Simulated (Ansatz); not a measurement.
# H₄NPSSi: one species, many methods

An exercise on one series of results from a longer session: the logs are not shown, and one member is left open.

Program: Ansatz 0.2.0, Gaussian basis. Level of theory: functionals in def2-TZVPP, the program's frozen cores in correlated methods. These are calculated values, not measurements.

Plan: LDA (SPW92), PBE-D4, revPBE-D4, BLYP-D4, r2SCAN-D4, B97M-V, PBE0-D4, B3LYP-D4, r2SCANh-D4, r2SCAN0-D4, HSE06-D4, BHLYP-D4, CAM-B3LYP-D4, LC-ωPBE, ωB97X-V, ωB97M-V, B2PLYP, PBE-QIDH; CCSD(T)/def2-SVP; CCSD(T)/def2-TZVPP; MP2/def2-QZVPP; extrapolation to the limit; RPA on PBE.

### Structure used throughout

The geometry comes from an earlier relaxation with PBE0-D4 in a triple-zeta def2 set; it is a stationary point, not always the lowest conformer.

SMILES `SP1N[SiH2]1`, 8 atoms, charge 0, spin multiplicity 1.

Atoms are counted from 1 here; the program's logs count them from 0.

Bond lengths: S1–P2 2.148 Å, S1–H5 1.344 Å, P2–N3 1.740 Å, P2–Si4 2.197 Å, N3–Si4 1.704 Å, N3–H6 1.006 Å, Si4–H7 1.480 Å, Si4–H8 1.482 Å. Angles: P2–S1–H5 94.6°, S1–P2–N3 107.3°, S1–P2–Si4 97.7°, N3–P2–Si4 49.6°, P2–N3–Si4 79.3°, P2–N3–H6 129.0°, Si4–N3–H6 141.6°, P2–Si4–N3 51.1°, P2–Si4–H7 124.1°, P2–Si4–H8 118.9°, N3–Si4–H7 117.5°, N3–Si4–H8 119.5°, H7–Si4–H8 112.4°.

Set-up of the first run:

The input, in.yaml:

```yaml
crystal:
  periodic: [false, false, false]
  atoms:
    - {symbol: S, position_ang: [-1.504511, 1.250075, -0.937105]}
    - {symbol: P, position_ang: [0.585908, 0.792182, -0.748233]}
    - {symbol: N, position_ang: [0.829945, 0.137940, 0.845676]}
    - {symbol: Si, position_ang: [0.372784, -1.264824, -0.006493]}
    - {symbol: H, position_ang: [-1.322223, 2.581424, -0.947483]}
    - {symbol: H, position_ang: [0.722544, 0.588286, 1.738821]}
    - {symbol: H, position_ang: [1.394972, -2.320286, -0.181791]}
    - {symbol: H, position_ang: [-0.987116, -1.821997, 0.180805]}
basis:
  gaussian: {orbitals: def2-TZVPP}
hamiltonian: {xc: lda}
output: {orbitals: {seedname: orbitals}}
```

Started as:

```sh
$ ansatz run in.yaml --threads 2 --pin off --events-out ev --progress --plain --max-ram 4352MiB
```

Steps of the session up to this table: LDA; PBE-D4 (GGA); revPBE-D4 (GGA); BLYP-D4 (GGA); r2SCAN-D4 (meta-GGA); B97M-V (meta-GGA); PBE0-D4 (hybrid); B3LYP-D4 (hybrid); r2SCANh-D4 (hybrid); r2SCAN0-D4 (hybrid); HSE06-D4 (hybrid); BHLYP-D4 (hybrid); CAM-B3LYP-D4 (range-separated); LC-ωPBE (range-separated); ωB97X-V (range-separated); ωB97M-V (range-separated); B2PLYP (double hybrid); PBE-QIDH (double hybrid).

One table of the session follows, with a row left open; its other results are not shown here.

It belongs to the step «Orbital energies across the functionals». 

```
  functional  HOMO (eV)  gap (eV)
 LDA (SPW92)      -5.81      3.97
      PBE-D4      -5.68      4.04
   revPBE-D4      -5.63      4.07
     BLYP-D4      -5.51      4.01
   r2SCAN-D4      -5.88      4.45
      B97M-V      -5.95      4.44
     PBE0-D4      -6.74      5.89
    B3LYP-D4      -6.52      5.49
  r2SCANh-D4      -6.28      5.13
  r2SCAN0-D4      -6.87      6.15
    HSE06-D4      -6.35      5.13
    BHLYP-D4      -7.66      7.70
CAM-B3LYP-D4      -7.94      8.11
     LC-ωPBE          ?         ?
     ωB97X-V      -8.90     10.05
     ωB97M-V      -8.76      9.68
```

Q: Estimate the row for LC-ωPBE from the others.

The run gave: HOMO (eV): -9.23; gap (eV): 10.46. In the column «HOMO (eV)» it is the lowest.
